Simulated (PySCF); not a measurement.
# How the numerical set-up moves the result for Be

Which parts of the numerical set-up matter for Be? Each run edits the base script.

Program: PySCF 2.14.0. Level of theory: each script names its method and basis. These are calculated values, not measurements.

2 further runs of the same task are left out: 2 that didn't finish.

### 1 The atom

Be: 1 atom, charge 0, spin multiplicity 1.

### 2 The base run

input.py reads:

```python
from pyscf import gto, dft

mol = gto.M(
    atom='Be 0 0 0',
    basis='cc-pvdz',
    charge=0,
    spin=0,
    symmetry=True,
    verbose=4,
)
mf = dft.RKS(mol, xc='lda,vwn')
mf = mf.density_fit(auxbasis='def2-universal-jkfit')
mf.kernel()
mf.analyze()
print('orbital energies (hartree):', mf.mo_energy[..., max(0, mol.nelec[1]-3):mol.nelec[0]+3].round(4))
```

On the command line:

```sh
> OMP_NUM_THREADS=1 python input.py
```

The log of this run is left out.

It gives: E(SCF) = -14.443536 Eh, 4 cycles.

### 3 Cartesian functions on

Edit 1 changes Cartesian functions: off → on.

input.py reads:

```python
from pyscf import gto, dft

mol = gto.M(
    atom='Be 0 0 0',
    basis='cc-pvdz',
    charge=0,
    spin=0,
    symmetry=True,
    cart=True,
    verbose=4,
)
mf = dft.RKS(mol, xc='lda,vwn')
mf = mf.density_fit(auxbasis='def2-universal-jkfit')
mf.kernel()
mf.analyze()
print('orbital energies (hartree):', mf.mo_energy[..., max(0, mol.nelec[1]-3):mol.nelec[0]+3].round(4))
```

On the command line:

```sh
> OMP_NUM_THREADS=1 python input.py
```

### 4 Sto-3g

Edit 2 changes basis set: cc-pvdz → sto-3g.

Changes to input.py since step 2:

```diff
@@ -4,3 +4,3 @@
     atom='Be 0 0 0',
-    basis='cc-pvdz',
+    basis='sto-3g',
     charge=0,
```

### 5 Density fitting none

Edit 3 changes density fitting: def2-universal-jkfit → none.

Changes to input.py since step 2:

```diff
@@ -11,3 +11,2 @@
 mf = dft.RKS(mol, xc='lda,vwn')
-mf = mf.density_fit(auxbasis='def2-universal-jkfit')
 mf.kernel()
```

### 6 Integration grid 6

Edit 4 changes integration grid: default → 6.

Changes to input.py since step 2:

```diff
@@ -12,2 +12,3 @@
 mf = mf.density_fit(auxbasis='def2-universal-jkfit')
+mf.grids.level = 6
 mf.kernel()
```

Before running it: what results should come out? Wanted: for each run, E(SCF); from base; gap.

**Answer**, as computed:

```csv
run,E(SCF) (hartree),from base (eV),cycles,gap (eV),functions
base,-14.443536,0,4,3.55,14
Cartesian functions on,-14.445653,-0.0576,5,3.55,15
sto-3g,-14.221427,+6.0439,2,4.01,5
density fitting none,-14.443528,+0.0002,4,3.55,14
integration grid 6,-14.443536,0.0000,4,3.55,14
```

What this shows: No change of the SCF energy comes from integration grid 6. Of the runs whose energies can be compared, “sto-3g” moves the SCF energy most (+6.044 eV). sto-3g (5 functions) gives an energy 6.04 eV higher than cc-pvdz (14).
